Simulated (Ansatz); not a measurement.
This script for Ansatz 0.2.0, Python API starts 3 runs on BaSr3, space group Fm-3m. What input does the engine get in each?

The script, `basr3_restart.py`:
```python
"""Start a denser mesh for BaSr3 from a saved density."""

import ansatz as az
from ase import Atoms


def main() -> None:
    atoms = Atoms(
        ["Ba", "Sr", "Sr", "Sr"],
        scaled_positions=[
            (0.0, 0.0, 0.0),
            (0.25, 0.25, 0.25),
            (0.75, 0.75, 0.75),
            (0.5, 0.5, 0.5),
        ],
        cell=[
            (0.0, 4.87502878, 4.87502878),
            (4.87502878, 0.0, 4.87502878),
            (4.87502878, 4.87502878, 0.0),
        ],
        pbc=True,
    )
    crystal = az.Crystal.from_ase(atoms)

    model = (
        crystal.calculation()
        .scf(tolerance=1e-09)
        .functional("lda")
        .pseudopotentials("nc")
        .occupations("Gaussian", width=0.01)
    )
    coarse = model.kpoints(*(2, 2, 2)).checkpoint(write="state").run(threads=1, backend="cpu").report
    warm = model.kpoints(*(4, 4, 4)).checkpoint(read="state").run(threads=1, backend="cpu").report
    cold = model.kpoints(*(4, 4, 4)).run(threads=1, backend="cpu").report
    for label, report in (("coarse", coarse), ("fine, from the saved density", warm), ("fine, fresh start", cold)):
        print(f"{label:30s} F = {report['free_energy_ev']:.5f} eV  iterations {report['n_iterations']}")


if __name__ == "__main__":
    main()
```

Run 1:
```yaml
crystal:
  lattice:
    - [0.0, 4.87502878, 4.87502878]
    - [4.87502878, 0.0, 4.87502878]
    - [4.87502878, 4.87502878, 0.0]
  atoms:
    - { symbol: Ba, position: [0.0, 0.0, 0.0] }
    - { symbol: Sr, position: [0.25, 0.25, 0.25] }
    - { symbol: Sr, position: [0.75, 0.75, 0.75] }
    - { symbol: Sr, position: [0.5, 0.5, 0.5] }
kpoints:
  mp_grid:
    grid: [2, 2, 2]
hamiltonian:
  xc: lda
  pseudopotentials:
    kind: nc
scf:
  convergence:
    dr2_threshold: 1.0e-09
  occupations:
    method: gaussian
    width: 0.01
checkpoint:
  write: state
```

Run 2, against run 1:
```diff
-    grid: [2, 2, 2]
+    grid: [4, 4, 4]
-  write: state
+  read: state
```

Run 3, against run 1:
```diff
-    grid: [2, 2, 2]
+    grid: [4, 4, 4]
-checkpoint:
-  write: state
```

```console
$ python basr3_restart.py
DeckWarning: basis.ecutwfc = 925.187132 eV, auto-derived from the records' recommended cutoffs: set by Sr (normal level)
coarse                         F = -3561.14830 eV  iterations 9
fine, from the saved density   F = -3561.43521 eV  iterations 8
fine, fresh start              F = -3561.43521 eV  iterations 8
```
(Warnings from the package without file and line, repeats left out.)

What to keep in mind:
- The settings weren't tested for convergence.
- The structure comes from a database of computed cells and needn't be a stable or known phase.
- Hardware and time: 17 s on 1 thread of Arm Neoverse V1 (shared host), peak memory 0.61 GiB.
